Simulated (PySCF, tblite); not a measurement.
# C₅H₈N₂: tautomers, part 2 of 2

tblite 0.8.0 and PySCF 2.14.0. Atoms count from 0.

### 13 Single point (C5H8N2): B3LYP-D3(BJ)/aug-cc-pVDZ

Geometry: GFN2-xTB.

The job: settings as JSON, then the geometry in Å.

```
{"job": {"kind": "sp", "xc": "B3LYP", "basis": "aug-cc-pVDZ", "d3": "d3bj", "grid": 2}, "charge": 0, "multiplicity": 1}
C     -1.956648     0.512851    -0.378318
C     -1.122421    -0.607244     0.249670
C      0.333405    -0.368172     0.054964
C      1.207990    -0.760349    -0.920701
N      2.444490    -0.245758    -0.686818
C      2.336790     0.452211     0.405616
N      1.074781     0.416470     0.900780
H     -3.017700     0.323075    -0.234024
H     -1.712531     1.473306     0.071606
H     -1.756291     0.574111    -1.445249
H     -1.344489    -0.672793     1.318530
H     -1.389209    -1.559544    -0.211422
H      1.024170    -1.382264    -1.773317
H      3.136267     0.992110     0.871959
H      0.732570     0.867968     1.732900
```

Log:

```text
coarse grid: 12520 points
cycle   1  E = -304.8116209804  dE =  1.216e+00  |g| = 5.009e-01  |ddm| = 1.279e+01
cycle   2  E = -304.7061863499  dE =  1.054e-01  |g| = 8.332e-01  |ddm| = 3.271e+00
cycle   3  E = -304.8770686004  dE = -1.709e-01  |g| = 1.594e-01  |ddm| = 1.708e+00
cycle   4  E = -304.8824113693  dE = -5.343e-03  |g| = 4.504e-02  |ddm| = 3.789e-01
cycle   5  E = -304.8828473814  dE = -4.360e-04  |g| = 1.606e-02  |ddm| = 1.169e-01
cycle   6  E = -304.8829049266  dE = -5.755e-05  |g| = 5.685e-03  |ddm| = 4.272e-02
cycle   7  E = -304.8829125685  dE = -7.642e-06  |g| = 8.904e-04  |ddm| = 1.366e-02
final grid: 121000 points
cycle   8  E = -304.9074593861  dE = -3.710e-05  |g| = 6.348e-03  |ddm| = 3.663e-01
cycle   9  E = -304.9074539158  dE =  5.470e-06  |g| = 8.066e-03  |ddm| = 4.607e-02
cycle  10  E = -304.9074694026  dE = -1.549e-05  |g| = 8.280e-04  |ddm| = 1.921e-02
cycle  11  E = -304.9074695457  dE = -1.431e-07  |g| = 2.704e-04  |ddm| = 2.775e-03
cycle  12  E = -304.9074695600  dE = -1.429e-08  |g| = 1.160e-04  |ddm| = 7.832e-04
cycle  13  E = -304.9074695628  dE = -2.820e-09  |g| = 3.388e-05  |ddm| = 2.495e-04
converged SCF energy = -304.9074695628
```

It took 14 s on 1 thread of Arm Neoverse V1, shared host; peak memory 0.69 GiB.

### 14 Single point (C5H8N2): B3LYP-D3(BJ)/aug-cc-pVDZ in diethylether

Geometry: GFN2-xTB.

The job, as its differences from that of step 13:

```diff
@@ -1,2 +1,2 @@
-{"job": {"kind": "sp", "xc": "B3LYP", "basis": "aug-cc-pVDZ", "d3": "d3bj", "grid": 2}, "charge": 0, "multiplicity": 1}
+{"job": {"kind": "sp", "xc": "B3LYP", "basis": "aug-cc-pVDZ", "d3": "d3bj", "grid": 2, "solvent": "diethylether"}, "charge": 0, "multiplicity": 1}
 C     -1.956648     0.512851    -0.378318
```

Log:

```text
final grid: 121000 points
cycle   1  E = -304.9163967631  dE = -6.226e-04  |g| = 5.581e-02  |ddm| = 3.909e-01
cycle   2  E = -304.9141840229  dE =  2.213e-03  |g| = 1.129e-01  |ddm| = 3.179e-01
cycle   3  E = -304.9172091109  dE = -3.025e-03  |g| = 5.368e-03  |ddm| = 1.981e-01
cycle   4  E = -304.9172158193  dE = -6.708e-06  |g| = 1.882e-03  |ddm| = 1.910e-02
cycle   5  E = -304.9172166644  dE = -8.451e-07  |g| = 3.775e-04  |ddm| = 5.522e-03
cycle   6  E = -304.9172166907  dE = -2.631e-08  |g| = 2.005e-04  |ddm| = 1.313e-03
cycle   7  E = -304.9172167003  dE = -9.587e-09  |g| = 3.480e-05  |ddm| = 5.627e-04
converged SCF energy = -304.9172167003
```

Wall time 14 s (1 thread of Arm Neoverse V1, shared host); peak memory 0.8 GiB.

### 15 Single point (C5H8N2, CCc1c[nH]cn1): B3LYP-D3(BJ)/aug-cc-pVDZ

Geometry: GFN2-xTB.

The job: settings as JSON, then the geometry in Å.

```
{"job": {"kind": "sp", "xc": "B3LYP", "basis": "aug-cc-pVDZ", "d3": "d3bj", "grid": 2}, "charge": 0, "multiplicity": 1}
C     -2.101594    -0.147534     0.610476
C     -1.267031     0.451508    -0.522351
C      0.189032     0.245610    -0.277890
C      1.001667    -0.762397    -0.720107
N      2.239079    -0.510974    -0.191236
C      2.122012     0.622283     0.540642
N      0.911114     1.096162     0.508123
H     -3.160202     0.030685     0.436986
H     -1.820292     0.308052     1.556218
H     -1.935449    -1.220772     0.678229
H     -1.461605     1.523010    -0.584264
H     -1.544530    -0.013393    -1.470642
H      0.809853    -1.605853    -1.350743
H      3.068425    -1.064112    -0.330119
H      2.940693     1.063705     1.072852
```

Log:

```text
coarse grid: 12520 points
cycle   1  E = -304.8111100746  dE =  1.215e+00  |g| = 5.063e-01  |ddm| = 1.401e+01
cycle   2  E = -304.6881535305  dE =  1.230e-01  |g| = 8.713e-01  |ddm| = 3.948e+00
cycle   3  E = -304.8775945374  dE = -1.894e-01  |g| = 1.663e-01  |ddm| = 2.489e+00
cycle   4  E = -304.8834704408  dE = -5.876e-03  |g| = 4.531e-02  |ddm| = 4.259e-01
cycle   5  E = -304.8839076866  dE = -4.372e-04  |g| = 1.536e-02  |ddm| = 1.338e-01
cycle   6  E = -304.8839592563  dE = -5.157e-05  |g| = 5.260e-03  |ddm| = 4.008e-02
cycle   7  E = -304.8839658485  dE = -6.592e-06  |g| = 8.612e-04  |ddm| = 1.413e-02
final grid: 121000 points
cycle   8  E = -304.9087505992  dE = -3.309e-05  |g| = 6.546e-03  |ddm| = 3.673e-01
cycle   9  E = -304.9087444534  dE =  6.146e-06  |g| = 8.337e-03  |ddm| = 4.593e-02
cycle  10  E = -304.9087613192  dE = -1.687e-05  |g| = 7.714e-04  |ddm| = 2.037e-02
cycle  11  E = -304.9087614444  dE = -1.251e-07  |g| = 2.398e-04  |ddm| = 2.993e-03
cycle  12  E = -304.9087614559  dE = -1.156e-08  |g| = 1.009e-04  |ddm| = 7.397e-04
cycle  13  E = -304.9087614580  dE = -2.129e-09  |g| = 3.231e-05  |ddm| = 2.353e-04
converged SCF energy = -304.9087614580
```

Wall time 14 s (1 thread of Arm Neoverse V1, shared host); peak memory 0.69 GiB.

### 16 Single point (C₅H₈N₂, CCc1c[nH]cn1): B3LYP-D3(BJ)/aug-cc-pVDZ in diethylether

Geometry: GFN2-xTB.

The job, as its differences from that of step 15:

```diff
@@ -1,2 +1,2 @@
-{"job": {"kind": "sp", "xc": "B3LYP", "basis": "aug-cc-pVDZ", "d3": "d3bj", "grid": 2}, "charge": 0, "multiplicity": 1}
+{"job": {"kind": "sp", "xc": "B3LYP", "basis": "aug-cc-pVDZ", "d3": "d3bj", "grid": 2, "solvent": "diethylether"}, "charge": 0, "multiplicity": 1}
 C     -2.101594    -0.147534     0.610476
```

Log:

```text
final grid: 121000 points
cycle   1  E = -304.9167879950  dE = -5.223e-04  |g| = 5.108e-02  |ddm| = 5.035e-01
cycle   2  E = -304.9149261394  dE =  1.862e-03  |g| = 1.034e-01  |ddm| = 2.995e-01
cycle   3  E = -304.9174728344  dE = -2.547e-03  |g| = 5.533e-03  |ddm| = 1.839e-01
cycle   4  E = -304.9174799695  dE = -7.135e-06  |g| = 1.784e-03  |ddm| = 1.867e-02
cycle   5  E = -304.9174807157  dE = -7.462e-07  |g| = 3.935e-04  |ddm| = 4.610e-03
cycle   6  E = -304.9174807445  dE = -2.880e-08  |g| = 1.752e-04  |ddm| = 1.899e-03
cycle   7  E = -304.9174807517  dE = -7.196e-09  |g| = 3.076e-05  |ddm| = 6.376e-04
converged SCF energy = -304.9174807517
```

Wall time 13 s (1 thread of Arm Neoverse V1, shared host); peak memory 0.8 GiB.

### 17 Tautomers: B3LYP-D3(BJ)/aug-cc-pVDZ

This step combines the energies above: geometries from GFN2-xTB, zero-point and thermal terms from GFN2-xTB.

The job: settings as JSON, then the geometry in Å.

```
{"job": {"kind": "ta", "tautomers": ["CCc1c[nH]cn1"], "level": {"xc": "B3LYP", "basis": "aug-cc-pVDZ", "d3": "d3bj", "solvents": ["diethylether"]}}, "charge": 0, "multiplicity": 1}
C     -1.956648     0.512851    -0.378318
C     -1.122421    -0.607244     0.249670
C      0.333405    -0.368172     0.054964
C      1.207990    -0.760349    -0.920701
N      2.444490    -0.245758    -0.686818
C      2.336790     0.452211     0.405616
N      1.074781     0.416470     0.900780
H     -3.017700     0.323075    -0.234024
H     -1.712531     1.473306     0.071606
H     -1.756291     0.574111    -1.445249
H     -1.344489    -0.672793     1.318530
H     -1.389209    -1.559544    -0.211422
H      1.024170    -1.382264    -1.773317
H      3.136267     0.992110     0.871959
H      0.732570     0.867968     1.732900
```

Output (the driver's rows laid out field by field):

```text
tautomers, B3LYP-D3(BJ)/aug-cc-pVDZ // GFN2-xTB

row 1
  formula                 C5H8N2
  charge                  0
  multiplicity            1
  smiles                  CCc1cnc[nH]1
  kept                    yes
  pieces                  1
  point_group             C1
  electronic              0.0
  enthalpy                0.0
  free_energy             0.0
  solution                diethylether 0.0
  share_gas               0.1386
  share_solution          diethylether 0.3234

row 2
  formula                 C5H8N2
  charge                  0
  multiplicity            1
  smiles                  CCc1c[nH]cn1
  kept                    yes
  pieces                  1
  point_group             C1
  electronic              -3.39
  enthalpy                -3.85
  free_energy             -4.53
  solution                diethylether -1.83
  share_gas               0.8614
  share_solution          diethylether 0.6766
```

It took 56 s on 1 thread of Arm Neoverse V1, shared host; peak memory 0.8 GiB.

Energies above the first form (kJ/mol, gas phase, 298 K for the thermal columns):

| no. | tautomer | electronic | enthalpy | free energy |
| --- | --- | --- | --- | --- |
| form 0 | CCc1cnc[nH]1 | 0.0 | 0.0 | 0.0 |
| form 1 | CCc1c[nH]cn1 | -3.4 | -3.9 | -4.5 |

Free energies in a continuum (kJ/mol, same sign): diethylether: form 0 0.0, form 1 -1.8.

Shares at 298 K in the gas phase: 0: 14 %, 1: 86 %.

### 18 Single point (C5H8N2): BLYP-D3(BJ)/6-31G*

Geometry: GFN2-xTB.

The job, as its differences from that of step 17:

```diff
@@ -1,2 +1,2 @@
-{"job": {"kind": "ta", "tautomers": ["CCc1c[nH]cn1"], "level": {"xc": "B3LYP", "basis": "aug-cc-pVDZ", "d3": "d3bj", "solvents": ["diethylether"]}}, "charge": 0, "multiplicity": 1}
+{"job": {"kind": "sp", "xc": "BLYP", "basis": "6-31G*", "d3": "d3bj", "grid": 2, "scf": {"guess": "atom"}}, "charge": 0, "multiplicity": 1}
 C     -1.956648     0.512851    -0.378318
```

Log:

```text
final grid: 121000 points
cycle   1  E = -304.2020553030  dE =  2.169e+00  |g| = 1.392e+00  |ddm| = 4.294e+00
cycle   2  E = -303.0951820416  dE =  1.107e+00  |g| = 2.418e+00  |ddm| = 6.426e+00
cycle   3  E = -304.5822027622  dE = -1.487e+00  |g| = 7.547e-01  |ddm| = 5.845e+00
cycle   4  E = -304.7102414611  dE = -1.280e-01  |g| = 2.428e-01  |ddm| = 9.212e-01
cycle   5  E = -304.7198481216  dE = -9.607e-03  |g| = 1.279e-01  |ddm| = 2.945e-01
cycle   6  E = -304.7234487441  dE = -3.601e-03  |g| = 3.591e-02  |ddm| = 1.424e-01
cycle   7  E = -304.7237774843  dE = -3.287e-04  |g| = 1.070e-02  |ddm| = 4.953e-02
cycle   8  E = -304.7238050222  dE = -2.754e-05  |g| = 3.344e-03  |ddm| = 1.397e-02
cycle   9  E = -304.7238076632  dE = -2.641e-06  |g| = 9.306e-04  |ddm| = 4.414e-03
cycle  10  E = -304.7238078571  dE = -1.939e-07  |g| = 3.320e-04  |ddm| = 1.296e-03
cycle  11  E = -304.7238078805  dE = -2.340e-08  |g| = 1.257e-04  |ddm| = 4.180e-04
cycle  12  E = -304.7238078843  dE = -3.862e-09  |g| = 2.733e-05  |ddm| = 1.450e-04
converged SCF energy = -304.7238078843
```

Wall time 12 s (1 thread of Arm Neoverse V1, shared host); peak memory 0.47 GiB.

### 19 Single point (C₅H₈N₂): BLYP-D3(BJ)/6-31G* in dimethylsulfoxide

Geometry: GFN2-xTB.

The job, as its differences from that of step 18:

```diff
@@ -1,2 +1,2 @@
-{"job": {"kind": "sp", "xc": "BLYP", "basis": "6-31G*", "d3": "d3bj", "grid": 2, "scf": {"guess": "atom"}}, "charge": 0, "multiplicity": 1}
+{"job": {"kind": "sp", "xc": "BLYP", "basis": "6-31G*", "d3": "d3bj", "grid": 2, "solvent": "dimethylsulfoxide", "scf": {"guess": "atom"}}, "charge": 0, "multiplicity": 1}
 C     -1.956648     0.512851    -0.378318
```

Log:

```text
final grid: 121000 points
cycle   1  E = -304.2376421257  dE =  2.133e+00  |g| = 1.367e+00  |ddm| = 4.293e+00
cycle   2  E = -303.7478401173  dE =  4.898e-01  |g| = 1.923e+00  |ddm| = 3.927e+00
cycle   3  E = -304.7144473020  dE = -9.666e-01  |g| = 3.107e-01  |ddm| = 2.822e+00
cycle   4  E = -304.7330620370  dE = -1.861e-02  |g| = 1.312e-01  |ddm| = 3.543e-01
cycle   5  E = -304.7365027044  dE = -3.441e-03  |g| = 4.433e-02  |ddm| = 1.375e-01
cycle   6  E = -304.7368960469  dE = -3.933e-04  |g| = 1.833e-02  |ddm| = 5.398e-02
cycle   7  E = -304.7369718318  dE = -7.578e-05  |g| = 3.810e-03  |ddm| = 1.777e-02
cycle   8  E = -304.7369754348  dE = -3.603e-06  |g| = 1.025e-03  |ddm| = 4.724e-03
cycle   9  E = -304.7369756360  dE = -2.011e-07  |g| = 4.397e-04  |ddm| = 1.248e-03
cycle  10  E = -304.7369756851  dE = -4.907e-08  |g| = 5.236e-05  |ddm| = 4.696e-04
cycle  11  E = -304.7369756857  dE = -6.529e-10  |g| = 1.831e-05  |ddm| = 8.568e-05
converged SCF energy = -304.7369756857
```

Run time: 6.6 s. Hardware: 1 thread of Arm Neoverse V1, shared host; peak memory 0.65 GiB.

### 20 Single point (C₅H₈N₂, CCc1c[nH]cn1): BLYP-D3(BJ)/6-31G*

Geometry: GFN2-xTB.

The job: settings as JSON, then the geometry in Å.

```
{"job": {"kind": "sp", "xc": "BLYP", "basis": "6-31G*", "d3": "d3bj", "grid": 2, "scf": {"guess": "atom"}}, "charge": 0, "multiplicity": 1}
C     -2.101594    -0.147534     0.610476
C     -1.267031     0.451508    -0.522351
C      0.189032     0.245610    -0.277890
C      1.001667    -0.762397    -0.720107
N      2.239079    -0.510974    -0.191236
C      2.122012     0.622283     0.540642
N      0.911114     1.096162     0.508123
H     -3.160202     0.030685     0.436986
H     -1.820292     0.308052     1.556218
H     -1.935449    -1.220772     0.678229
H     -1.461605     1.523010    -0.584264
H     -1.544530    -0.013393    -1.470642
H      0.809853    -1.605853    -1.350743
H      3.068425    -1.064112    -0.330119
H      2.940693     1.063705     1.072852
```

Log:

```text
final grid: 121000 points
cycle   1  E = -304.1932917631  dE =  2.176e+00  |g| = 1.403e+00  |ddm| = 4.290e+00
cycle   2  E = -302.7502971911  dE =  1.443e+00  |g| = 2.658e+00  |ddm| = 7.838e+00
cycle   3  E = -304.5142630688  dE = -1.764e+00  |g| = 9.081e-01  |ddm| = 7.387e+00
cycle   4  E = -304.7105558312  dE = -1.963e-01  |g| = 2.502e-01  |ddm| = 1.091e+00
cycle   5  E = -304.7214500275  dE = -1.089e-02  |g| = 1.161e-01  |ddm| = 2.653e-01
cycle   6  E = -304.7240762991  dE = -2.626e-03  |g| = 4.285e-02  |ddm| = 1.280e-01
cycle   7  E = -304.7245434626  dE = -4.672e-04  |g| = 1.010e-02  |ddm| = 5.489e-02
cycle   8  E = -304.7245663393  dE = -2.288e-05  |g| = 3.794e-03  |ddm| = 1.276e-02
cycle   9  E = -304.7245695883  dE = -3.249e-06  |g| = 1.064e-03  |ddm| = 4.392e-03
cycle  10  E = -304.7245698031  dE = -2.149e-07  |g| = 5.240e-04  |ddm| = 1.593e-03
cycle  11  E = -304.7245698675  dE = -6.440e-08  |g| = 1.472e-04  |ddm| = 6.526e-04
cycle  12  E = -304.7245698731  dE = -5.594e-09  |g| = 3.141e-05  |ddm| = 1.934e-04
converged SCF energy = -304.7245698731
```

Run time: 12 s. Hardware: 1 thread of Arm Neoverse V1, shared host; peak memory 0.47 GiB.

### 21 Single point (C5H8N2, CCc1c[nH]cn1): BLYP-D3(BJ)/6-31G* in dimethylsulfoxide

Geometry: GFN2-xTB.

The job, as its differences from that of step 20:

```diff
@@ -1,2 +1,2 @@
-{"job": {"kind": "sp", "xc": "BLYP", "basis": "6-31G*", "d3": "d3bj", "grid": 2, "scf": {"guess": "atom"}}, "charge": 0, "multiplicity": 1}
+{"job": {"kind": "sp", "xc": "BLYP", "basis": "6-31G*", "d3": "d3bj", "grid": 2, "solvent": "dimethylsulfoxide", "scf": {"guess": "atom"}}, "charge": 0, "multiplicity": 1}
 C     -2.101594    -0.147534     0.610476
```

Log:

```text
final grid: 121000 points
cycle   1  E = -304.2313907304  dE =  2.139e+00  |g| = 1.372e+00  |ddm| = 4.288e+00
cycle   2  E = -303.6826038340  dE =  5.488e-01  |g| = 1.975e+00  |ddm| = 4.273e+00
cycle   3  E = -304.7046863765  dE = -1.022e+00  |g| = 3.622e-01  |ddm| = 3.236e+00
cycle   4  E = -304.7312145478  dE = -2.653e-02  |g| = 1.523e-01  |ddm| = 4.418e-01
cycle   5  E = -304.7359182656  dE = -4.704e-03  |g| = 5.547e-02  |ddm| = 1.584e-01
cycle   6  E = -304.7365490440  dE = -6.308e-04  |g| = 1.730e-02  |ddm| = 5.698e-02
cycle   7  E = -304.7366147381  dE = -6.569e-05  |g| = 3.173e-03  |ddm| = 1.607e-02
cycle   8  E = -304.7366170361  dE = -2.298e-06  |g| = 1.188e-03  |ddm| = 4.241e-03
cycle   9  E = -304.7366173652  dE = -3.292e-07  |g| = 4.118e-04  |ddm| = 1.403e-03
cycle  10  E = -304.7366174076  dE = -4.232e-08  |g| = 5.867e-05  |ddm| = 4.214e-04
cycle  11  E = -304.7366174083  dE = -7.608e-10  |g| = 2.143e-05  |ddm| = 8.816e-05
converged SCF energy = -304.7366174083
```

It took 6.4 s on 1 thread of Arm Neoverse V1, shared host; peak memory 0.64 GiB.

### 22 Tautomers: BLYP-D3(BJ)/6-31G*

This step combines the energies above: geometries from GFN2-xTB, zero-point and thermal terms from GFN2-xTB.

The job: settings as JSON, then the geometry in Å.

```
{"job": {"kind": "ta", "tautomers": ["CCc1c[nH]cn1"], "level": {"xc": "BLYP", "basis": "6-31G*", "d3": "d3bj", "scf": {"guess": "atom"}, "solvents": ["dimethylsulfoxide"]}}, "charge": 0, "multiplicity": 1}
C     -1.956648     0.512851    -0.378318
C     -1.122421    -0.607244     0.249670
C      0.333405    -0.368172     0.054964
C      1.207990    -0.760349    -0.920701
N      2.444490    -0.245758    -0.686818
C      2.336790     0.452211     0.405616
N      1.074781     0.416470     0.900780
H     -3.017700     0.323075    -0.234024
H     -1.712531     1.473306     0.071606
H     -1.756291     0.574111    -1.445249
H     -1.344489    -0.672793     1.318530
H     -1.389209    -1.559544    -0.211422
H      1.024170    -1.382264    -1.773317
H      3.136267     0.992110     0.871959
H      0.732570     0.867968     1.732900
```

Output (the driver's rows laid out field by field):

```text
tautomers, BLYP-D3(BJ)/6-31G* // GFN2-xTB

row 1
  formula                 C5H8N2
  charge                  0
  multiplicity            1
  smiles                  CCc1cnc[nH]1
  kept                    yes
  pieces                  1
  point_group             C1
  electronic              0.0
  enthalpy                0.0
  free_energy             0.0
  solution                dimethylsulfoxide 0.0
  share_gas               0.2198
  share_solution          dimethylsulfoxide 0.4798

row 2
  formula                 C5H8N2
  charge                  0
  multiplicity            1
  smiles                  CCc1c[nH]cn1
  kept                    yes
  pieces                  1
  point_group             C1
  electronic              -2.0
  enthalpy                -2.46
  free_energy             -3.14
  solution                dimethylsulfoxide -0.2
  share_gas               0.7802
  share_solution          dimethylsulfoxide 0.5202
```

Wall time 37 s (1 thread of Arm Neoverse V1, shared host); peak memory 0.64 GiB.

Energies above the first form (kJ/mol, gas phase, 298 K for the thermal columns):

| no. | tautomer | electronic | enthalpy | free energy |
| --- | --- | --- | --- | --- |
| form 0 | CCc1cnc[nH]1 | 0.0 | 0.0 | 0.0 |
| form 1 | CCc1c[nH]cn1 | -2.0 | -2.5 | -3.1 |

Free energies in a continuum (kJ/mol, same sign): dimethylsulfoxide: form 0 0.0, form 1 -0.2.

Shares at 298 K in the gas phase: 0: 22 %, 1: 78 %.

### 23 Outcome

The summary covers parts 1 to 2.

| quantity | value |
| --- | --- |
| strongest single infrared mode (GFN2-xTB) | 1483 cm⁻¹, 73 km/mol |
| zero-point energy (GFN2-xTB) | 78.5 kcal/mol |
| ΔH above the first form, form 0 (B3LYP-D3(BJ)/def2-TZVP) | 0.0 kJ/mol |
| ΔH above the first form, form 1 (B3LYP-D3(BJ)/def2-TZVP) | -3.8 kJ/mol |
| ΔH above the first form, form 0 (B3LYP-D3(BJ)/aug-cc-pVDZ) | 0.0 kJ/mol |
| ΔH above the first form, form 1 (B3LYP-D3(BJ)/aug-cc-pVDZ) | -3.9 kJ/mol |
| ΔH above the first form, form 0 (BLYP-D3(BJ)/6-31G*) | 0.0 kJ/mol |
| ΔH above the first form, form 1 (BLYP-D3(BJ)/6-31G*) | -2.5 kJ/mol |

All 39 modes are real, so the xTB geometry is a minimum. The strongest single mode, at 1483 cm⁻¹, moves mainly C5 and N4. Unscaled tight-binding wavenumbers are off by several per cent, some by more. Its intensities can rank the bands wrongly. At B3LYP-D3(BJ)/def2-TZVP the ΔH above the first form runs from -3.8 kJ/mol (form 1) to 0.0 kJ/mol (form 0). At B3LYP-D3(BJ)/aug-cc-pVDZ the ΔH above the first form runs from -3.9 kJ/mol (form 1) to 0.0 kJ/mol (form 0). At BLYP-D3(BJ)/6-31G* the ΔH above the first form runs from -2.5 kJ/mol (form 1) to 0.0 kJ/mol (form 0).
